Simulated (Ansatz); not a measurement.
# ClFH₅NO₂Si₂: one species, many methods

The task here is to estimate one member of a computed series from the others.

Program: Ansatz 0.2.0, Gaussian basis. Level of theory: functionals in def2-TZVPP, the program's frozen cores in correlated methods. These are calculated values, not measurements.

Plan: PBE-D4, r2SCAN-D4, PBE0-D4, B3LYP-D4, ωB97X-V, ωB97M-V, B2PLYP; CCSD(T)/def2-TZVPP; MP2/def2-QZVPP; extrapolation to the limit.

## The geometry

An earlier PBE0-D4 in a triple-zeta def2 set relaxation fixed the geometry.

SMILES `O[Si@H](F)N[Si@H](O)Cl`, 12 atoms, charge 0, spin multiplicity 1.

Atoms are counted from 1 here; the program's logs count them from 0.

Bond lengths: O1–Si2 1.628 Å, O1–H8 0.958 Å, Si2–F3 1.602 Å, Si2–N4 1.702 Å, Si2–H9 1.475 Å, N4–Si5 1.715 Å, N4–H10 1.011 Å, Si5–O6 1.626 Å, Si5–Cl7 2.056 Å, Si5–H11 1.471 Å, O6–H12 0.961 Å. Angles: Si2–O1–H8 118.9°, O1–Si2–F3 111.2°, O1–Si2–N4 105.5°, O1–Si2–H9 111.9°, F3–Si2–N4 108.6°, F3–Si2–H9 104.2°, N4–Si2–H9 115.4°, Si2–N4–Si5 127.8°, Si2–N4–H10 114.6°, Si5–N4–H10 117.1°, N4–Si5–O6 108.7°, N4–Si5–Cl7 107.9°, N4–Si5–H11 114.6°, O6–Si5–Cl7 113.0°, O6–Si5–H11 106.5°, Cl7–Si5–H11 106.3°, Si5–O6–H12 118.1°.

The first run:

File in.yaml:

```yaml
crystal:
  periodic: [false, false, false]
  atoms:
    - {symbol: O, position_ang: [-0.442494, 2.162107, 1.458828]}
    - {symbol: Si, position_ang: [-0.565179, 0.590341, 1.054078]}
    - {symbol: F, position_ang: [0.431463, -0.312032, 1.926089]}
    - {symbol: N, position_ang: [-0.091340, 0.501829, -0.578578]}
    - {symbol: Si, position_ang: [0.371775, -0.891156, -1.464663]}
    - {symbol: O, position_ang: [0.460733, -2.154237, -0.443780]}
    - {symbol: Cl, position_ang: [2.160048, -0.482513, -2.392931]}
    - {symbol: H, position_ang: [-0.851147, 2.464409, 2.270405]}
    - {symbol: H, position_ang: [-1.903305, 0.046436, 1.354922]}
    - {symbol: H, position_ang: [0.040119, 1.398358, -1.027784]}
    - {symbol: H, position_ang: [-0.567014, -1.279844, -2.528550]}
    - {symbol: H, position_ang: [0.956341, -2.043698, 0.371975]}
basis:
  gaussian: {orbitals: def2-TZVPP}
hamiltonian: {xc: pbe, dispersion: d4}
output: {forces: true, orbitals: {seedname: orbitals}}
```

On the command line:

```
$ ansatz run in.yaml --threads 2 --pin off --events-out ev --progress --plain --max-ram 22528MiB --backend cuda --devices 0, --max-vram 18GiB
```

Steps of the session up to this table: PBE-D4 (GGA); r2SCAN-D4 (meta-GGA); PBE0-D4 (hybrid); B3LYP-D4 (hybrid); ωB97X-V (range-separated); ωB97M-V (range-separated); B2PLYP (double hybrid); CCSD(T) in def2-TZVPP; MP2 in def2-QZVPP.

One table of the session follows, with a row left open; its other results are not shown here.

| method | atomisation energy (kcal/mol) |
| --- | --- |
| PBE-D4 | 1122.9 |
| r2SCAN-D4 | 1113.5 |
| PBE0-D4 | 1099.9 |
| B3LYP-D4 | 1106.5 |
| ωB97X-V | ? |
| ωB97M-V | 1119.2 |
| B2PLYP | 1098.8 |
| HF/def2-TZVPP | 794.3 |
| MP2/def2-TZVPP | 1115.1 |
| CCSD/def2-TZVPP | 1063.8 |
| CCSD(T)/def2-TZVPP | 1081.5 |
| MP2/CBS | 1154.1 |
| CCSD(T)/CBS | 1120.5 |

Q: Estimate the row for ωB97X-V from the others.

The run gave: atomisation energy (kcal/mol): 1118.5. In the column «atomisation energy (kcal/mol)» it lies between MP2/def2-TZVPP (1115.1) and ωB97M-V (1119.2).

Limits of these values: Free atoms (2 O, 2 Si, 1 F, 1 N, 1 Cl, 5 H) were run apart at each level; the atomisation energy is their sum less the molecule, without zero-point or spin-orbit terms.
